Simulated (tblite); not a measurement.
# C7H9FO2: the cost of one run

Programs: tblite 0.8.0 and PySCF 2.14.0, with density-fitted response routines of our own. Each step states its level of theory. These are calculated values for one molecule in the gas phase, unless marked as measured. Atoms count from 0, in the outputs and in this text.

## Step 1: The starting structure

19 atoms, charge 0, multiplicity 1; geometry from: force field or distance geometry start.

Bonds of the start (Å): C0–C1 1.49, C1–C2 1.29, C2–C3 1.32, C3–C4 1.49, C4–F5 1.38, C4–O6 1.43, O6–C7 1.39, C7–C8 1.48, C7–O9 1.26, C0–H10 1.10, C0–H11 1.12, C0–H12 1.09, C1–H13 1.05, C3–H14 1.04, C4–H15 1.10, C8–H16 1.11, C8–H17 1.13, C8–H18 1.12.

## Step 2: Optimising the geometry with GFN2-xTB

What the job is given:

```
{"job": {"kind": "relax", "xc": "GFN2-xTB", "basis": "xTB"}, "charge": 0, "multiplicity": 1}
C      3.877500     0.084700    -0.354800
C      2.697700    -0.711800    -0.781000
C      1.580600    -0.072200    -0.828000
C      0.441500     0.598400    -0.880200
C     -0.304800     0.637800     0.407700
F     -0.103800     1.799800     1.121900
O     -1.684100     0.642600     0.018700
C     -2.566400    -0.330000     0.476600
C     -3.984400    -0.304000     0.061800
O     -2.189500    -1.261800     1.241100
H      3.920400     1.059700    -0.859000
H      3.884200     0.279100     0.751600
H      4.753100    -0.526100    -0.593800
H      2.689700    -1.739000    -1.020600
H      0.170400     1.031400    -1.789500
H     -0.134700    -0.219100     1.070900
H     -4.116100    -0.344300    -1.043900
H     -4.477400    -1.221000     0.502400
H     -4.463900     0.605100     0.505900
```

On the command line:

```sh
OMP_NUM_THREADS=1 python probes_run.py task.json out
```

The driver reads the jobs from task.json and runs them one after another.

**Question.** How long does this first job take on 1 thread of Intel Xeon Platinum 8259CL at 2.50GHz, shared host, and how much memory does it need?

About 1.1 s, with a peak of 0.18 GiB.
